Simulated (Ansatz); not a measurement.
**C₄H₃N₃OSi: vertical ionisation energy**

An exercise on one series of results from a longer session: the logs are not shown, and one member is left open.

Method: unrestricted cation, the program's frozen cores in correlated methods; program: Ansatz 0.2.0, Gaussian basis.

The runs, in order: UKS PBE-D4/def2-TZVPP; UKS r2SCAN-D4/def2-TZVPP; UKS PBE0-D4/def2-TZVPP; UKS B3LYP-D4/def2-TZVPP; UKS wB97X-V/def2-TZVPP; UKS wB97M-V/def2-TZVPP; UKS B2PLYP/def2-TZVPP; UHF-CCSD(T)/def2-TZVPP; UHF-MP2/def2-QZVPP; extrapolation to the limit; then −ε(HOMO) from the neutral's earlier runs with LDA (SPW92), PBE-D4, revPBE-D4, BLYP-D4, r2SCAN-D4, B97M-V, PBE0-D4, B3LYP-D4, r2SCANh-D4, r2SCAN0-D4, HSE06-D4, BHLYP-D4, CAM-B3LYP-D4, LC-ωPBE, ωB97X-V, ωB97M-V.

## The geometry

All runs share one geometry, relaxed beforehand with PBE0-D4 in a triple-zeta def2 set.

SMILES `CO[Si](C#N)(C#N)C#N`, 12 atoms, charge 0, spin multiplicity 1.

Atoms are counted from 1 here; the program's logs count them from 0.

Bond lengths: C1–O2 1.424 Å, C1–H10 1.092 Å, C1–H11 1.092 Å, C1–H12 1.088 Å, O2–Si3 1.598 Å, Si3–C4 1.835 Å, Si3–C6 1.825 Å, Si3–C8 1.835 Å, C4–N5 1.151 Å, C6–N7 1.151 Å, C8–N9 1.151 Å. Angles: O2–C1–H10 110.6°, O2–C1–H11 110.6°, O2–C1–H12 107.2°, H10–C1–H11 109.7°, H10–C1–H12 109.3°, H11–C1–H12 109.3°, C1–O2–Si3 127.5°, O2–Si3–C4 112.2°, O2–Si3–C6 108.2°, O2–Si3–C8 112.2°, C4–Si3–C6 108.9°, C4–Si3–C8 106.3°, C6–Si3–C8 108.9°, Si3–C4–N5 177.1°, Si3–C6–N7 179.1°, Si3–C8–N9 177.2°.

The first run:

Contents of in.yaml:

```yaml
crystal:
  periodic: [false, false, false]
  atoms:
    - {symbol: C, position_ang: [1.144843, -1.486237, -0.696669]}
    - {symbol: O, position_ang: [1.085895, -0.183680, -0.124105]}
    - {symbol: Si, position_ang: [-0.220552, 0.636524, 0.293568]}
    - {symbol: C, position_ang: [-1.339774, 0.932389, -1.130614]}
    - {symbol: N, position_ang: [-2.015312, 1.075476, -2.051764]}
    - {symbol: C, position_ang: [0.308627, 2.245953, 0.973356]}
    - {symbol: N, position_ang: [0.624553, 3.264892, 1.404552]}
    - {symbol: C, position_ang: [-1.218206, -0.243170, 1.558209]}
    - {symbol: N, position_ang: [-1.816968, -0.843242, 2.337145]}
    - {symbol: H, position_ang: [0.699653, -2.222654, -0.023663]}
    - {symbol: H, position_ang: [0.628211, -1.506924, -1.659005]}
    - {symbol: H, position_ang: [2.196031, -1.724627, -0.846910]}
basis:
  gaussian: {orbitals: def2-TZVPP}
total_charge: 1
magnetization: {spin_polarized: true, initial_magnetization: 1}
hamiltonian: {xc: pbe, dispersion: d4}
```

Steps of the session up to this table: Cation, UKS PBE-D4/def2-TZVPP; Cation, UKS r2SCAN-D4/def2-TZVPP; Cation, UKS PBE0-D4/def2-TZVPP; Cation, UKS B3LYP-D4/def2-TZVPP; Cation, UKS wB97X-V/def2-TZVPP; Cation, UKS wB97M-V/def2-TZVPP; Cation, UKS B2PLYP (frozen core)/def2-TZVPP; Cation, UHF-CCSD(T)/def2-TZVPP; Cation, UHF-MP2/def2-QZVPP.

One table of the session follows, with a row left open; its other results are not shown here.

It belongs to the step «Ionisation energies side by side». For comparison, −ε(HOMO) of the neutral from earlier runs:

| functional | −ε(HOMO) (eV) |
| --- | --- |
| LDA (SPW92) | 8.70 |
| PBE-D4 | 8.54 |
| revPBE-D4 | 8.47 |
| BLYP-D4 | 8.45 |
| r2SCAN-D4 | 8.91 |
| B97M-V | 8.97 |
| PBE0-D4 | 10.16 |
| B3LYP-D4 | ? |
| r2SCANh-D4 | 9.51 |
| r2SCAN0-D4 | 10.42 |
| HSE06-D4 | 9.75 |
| BHLYP-D4 | 11.72 |
| CAM-B3LYP-D4 | 11.66 |
| LC-ωPBE | 13.04 |
| ωB97X-V | 12.67 |
| ωB97M-V | 12.59 |

Q: Estimate the row for B3LYP-D4 from the others.

Worked estimate for «−ε(HOMO) (eV)». Against the share of exact exchange, BLYP-D4 (0, 8.45), BHLYP-D4 (0.5, 11.72) give a slope of 6.54 per unit share; at 0.2 the line stands at 9.76.

As computed: −ε(HOMO) (eV): 9.92. In «−ε(HOMO) (eV)» the line misses by -0.16.
